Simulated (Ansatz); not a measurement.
# F₂H₂O₃W: basis-set convergence

The task here is to estimate one member of a computed series from the others.

Computed with Ansatz 0.2.0, Gaussian basis. Level: one geometry, several basis sets.

The runs, in order: PBE0-D4/def2-SVP; ωB97M-V/def2-SVP; PBE0-D4/def2-QZVPP; ωB97M-V/def2-QZVPP; the functionals' def2-TZVPP values are taken from earlier runs.

## The relaxed structure

The geometry comes from an earlier relaxation with PBE0-D4 in a triple-zeta def2 set; it is a stationary point, not always the lowest conformer. W takes the def2 core potential; no spin-orbit term is included.

SMILES `[O]=[W]([OH])([OH])([F])[F]`, 8 atoms, charge 0, spin multiplicity 1.

Atoms are counted from 1 here; the program's logs count them from 0.

Bond lengths: O1–W2 1.681 Å, W2–O3 1.885 Å, W2–O4 1.882 Å, W2–F5 1.878 Å, W2–F6 1.859 Å, O3–H7 0.960 Å, O4–H8 0.959 Å. Angles: O1–W2–O3 108.4°, O1–W2–O4 99.4°, O1–W2–F5 110.8°, O1–W2–F6 104.0°, O3–W2–O4 90.4°, O3–W2–F5 140.7°, O3–W2–F6 85.1°, O4–W2–F5 85.7°, O4–W2–F6 156.3°, F5–W2–F6 83.1°, W2–O3–H7 122.0°, W2–O4–H8 128.0°.

Geometry (Å):

```xyz
8
charge 0, multiplicity 1
O    -1.3892   -0.4148    1.3114
W    -0.3454    0.2831    0.1944
O     1.4196    0.0892    0.8276
O    -0.1067   -1.1819   -0.9624
F    -1.3058    1.0629   -1.2191
F    -0.1877    2.0452    0.7641
H     1.8395   -0.7707    0.9099
H     0.1681   -1.1701   -1.8815
```

Set-up of the first run:

in.yaml

```yaml
crystal:
  periodic: [false, false, false]
  atoms:
    - {symbol: O, position_ang: [-1.389241, -0.414850, 1.311371]}
    - {symbol: W, position_ang: [-0.345404, 0.283111, 0.194428]}
    - {symbol: O, position_ang: [1.419564, 0.089233, 0.827587]}
    - {symbol: O, position_ang: [-0.106708, -1.181913, -0.962364]}
    - {symbol: F, position_ang: [-1.305842, 1.062863, -1.219125]}
    - {symbol: F, position_ang: [-0.187748, 2.045191, 0.764055]}
    - {symbol: H, position_ang: [1.839479, -0.770679, 0.909862]}
    - {symbol: H, position_ang: [0.168099, -1.170057, -1.881515]}
basis:
  gaussian: {orbitals: def2-SVP}
hamiltonian: {xc: pbe0, dispersion: d4}
output: {orbitals: {seedname: orbitals}}
```

Steps of the session up to this table: PBE0-D4 in def2-SVP; ωB97M-V in def2-SVP; PBE0-D4 in def2-QZVPP; ωB97M-V in def2-QZVPP.

One table of the session follows, with a row left open; its other results are not shown here.

```
functional       basis  HOMO (eV)  LUMO (eV)
   PBE0-D4    def2-SVP          ?          ?
   PBE0-D4  def2-TZVPP      -9.80      -3.11
   PBE0-D4  def2-QZVPP      -9.83      -3.15
   ωB97M-V    def2-SVP     -12.12      -0.92
   ωB97M-V  def2-TZVPP     -12.18      -0.88
   ωB97M-V  def2-QZVPP     -12.22      -0.94
```

Q: Estimate the row for PBE0-D4, def2-SVP from the others.

**Answer.** HOMO (eV): -9.75; LUMO (eV): -3.17. In the column «HOMO (eV)» it is the highest.
